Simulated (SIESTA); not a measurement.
**Hf5N4: single point with PBE**

Hf5N4, a slab with vacuum:

```
Hf N
1.0
     3.19471    0.00000    0.00000
    -1.59735    2.76670    0.00000
     0.00000    0.00000   25.43387
Hf N
5 4
Direct
  0.66667 0.33333 0.29488
  0.33333 0.66667 0.39744
  0.00000 0.00000 0.50000
  0.66667 0.33333 0.60256
  0.33333 0.66667 0.70512
  0.00000 0.00000 0.34616
  0.66667 0.33333 0.44872
  0.33333 0.66667 0.55128
  0.00000 0.00000 0.65384
```

- Program: SIESTA 5.4.2
- Task: single point
- Functional: PBE
- Potentials or basis: PseudoDojo 0.4 standard (PBE files)
- Basis: SZP (energy shift 0.003 Ry)
- Grid cutoff: 800 Ry
- Energy shift: 0.003 Ry
- k mesh: 7 × 7 × 1
- Occupations: fermi-dirac, width 0.05 eV
- Spin: no spin polarisation

```yaml
Largest_force: 0.725 eV/Å
Band_gap_on_the_k_mesh: none (metal or under the smearing width)
```

Forces in eV/Å, atoms in the order of the input:
```
Hf   0.000  0.000 -0.138
N    0.000  0.000  0.069
Hf   0.000  0.000 -0.725
N    0.000  0.000  0.080
Hf   0.000  0.000  0.000
N    0.000  0.000 -0.080
Hf   0.000  0.000  0.725
N    0.000  0.000 -0.069
Hf   0.000  0.000  0.138
```

Stress tensor (GPa, compression positive):
```
1.76 0.00 0.00
0.00 1.76 0.00
0.00 0.00 3.20
```

Levels at points of the mesh, in eV from the Fermi level:
| k point | band 36 | band 37 | band 38 | band 39 | band 40 | band 41 | band 42 | band 43 | band 44 | band 45 |
| --- | --- | --- | --- | --- | --- | --- | --- | --- | --- | --- |
| (0.00, 0.00, 0.00) | -3.34 | -1.55 | -1.09 | -0.34 | -0.34 | -0.30 | 0.11 | 0.56 | 0.56 | 0.76 |

Wall time 3.1 min on 1 thread of Arm Neoverse V2, with other jobs on the host, peak memory 0.69 GiB.

Caveat: short orbitals over semicore shells can move pressures by several GPa; the basis of atomic orbitals isn't converged, which shifts pressures, moduli and gaps. Spin-orbit coupling is left out, which matters for the levels of Hf.
